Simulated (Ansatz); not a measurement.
# GeNH₄ (doublet): wave-function methods side by side at a displaced geometry (v2), cc-pVDZ

One table from this session's results is given with a row withheld; the runs are named, their logs left out.

Method: cc-pVDZ, core rule «outside noble gas», up to 15 orbitals frozen; program: Ansatz 0.2.0, Gaussian basis.

The runs, in order: UHF; CCSD(T) on ROHF; CCSD(T) on UHF; BCCD(T) on ROHF; CISD as a restricted active space (open shells left free, so some higher excitations enter); CCSDT(Q) on ROHF; CCSDT(Q) on UHF.

21 further runs of the same task are left out: 1 for a known fault of the program, 6 that didn't finish, 14 set aside as unsound or not needed. Runs told in other sessions of the task aren't counted.

## What is computed

The geometry is a PBE0/def2-TZVP stationary point (not a proven minimum) with its atoms shifted at random (size 0.100 Å). No spin-orbit coupling is included. The filled d shell of Ge may be among the frozen orbitals whatever the setting's name suggests.

6 atoms, charge 0, spin multiplicity 2.

Atoms are counted from 1 here; the program's logs count them from 0.

Bond lengths: Ge1–N2 1.854 Å, Ge1–H3 1.577 Å, Ge1–H4 1.626 Å, N2–H5 0.997 Å, N2–H6 1.188 Å. Angles: N2–Ge1–H3 102.0°, N2–Ge1–H4 103.3°, H3–Ge1–H4 108.8°, Ge1–N2–H5 119.4°, Ge1–N2–H6 111.7°, H5–N2–H6 96.4°.

Set-up of the first run:

in.yaml reads:

```yaml
crystal:
  periodic: [false, false, false]
  atoms:
    - {symbol: Ge, position_ang: [0.068849, 0.001819, 0.322990]}
    - {symbol: N, position_ang: [-0.280457, 0.010193, -1.498133]}
    - {symbol: H, position_ang: [-0.752981, 1.251777, 0.820617]}
    - {symbol: H, position_ang: [-0.669872, -1.351510, 0.838831]}
    - {symbol: H, position_ang: [0.112435, 0.727721, -2.068488]}
    - {symbol: H, position_ang: [0.245966, -0.900726, -2.049522]}
basis:
  gaussian: {orbitals: cc-pVDZ}
magnetization: {spin_polarized: true, initial_magnetization: 1}
hamiltonian: {xc: hf}
output: {orbitals: {seedname: orbitals}}
```

Started as:

```bash
ansatz run in.yaml --threads 1 --pin off --events-out ev --progress --plain --max-ram 2393MiB
```

Among the steps run: UHF; CCSD(T) on ROHF; CCSD(T) on UHF; BCCD(T) on ROHF; CISD as a restricted active space (open shells left free, so some higher excitations enter); CCSDT(Q) on ROHF; CCSDT(Q) on UHF.

One of the session's tables, all rows but one given; the rest of the session is left out.

```
   method  from UCCSDT(Q) (kcal/mol)
     ROHF                    +194.16
      UHF                    +192.73
     RMP2                     +25.50
     UMP2                     +25.30
    RCCSD                          ?
    UCCSD                      +6.14
 RCCSD(T)                      +1.05
 UCCSD(T)                      +0.99
  BCCD(T)                      +1.04
   RCCSDT                      +0.52
   UCCSDT                      +0.45
RCCSDT(Q)                      +0.09
UCCSDT(Q)                          0
```

Estimate the missing values for RCCSD.

**Answer.** from UCCSDT(Q) (kcal/mol): +6.25. In the column «from UCCSDT(Q) (kcal/mol)» it lies between UCCSD (+6.14) and UMP2 (+25.30).

Not comparable, so not listed: CISD as a restricted active space (open shells left free, so some higher excitations enter) (they don't share determinant, frozen orbitals or solution with the rows shown, or repeat one).

Caveats from the session: Restricted and unrestricted rows rest on different reference determinants; a gap between their highest levels can come from leftover correlation error, from unlike frozen cores or from another state.
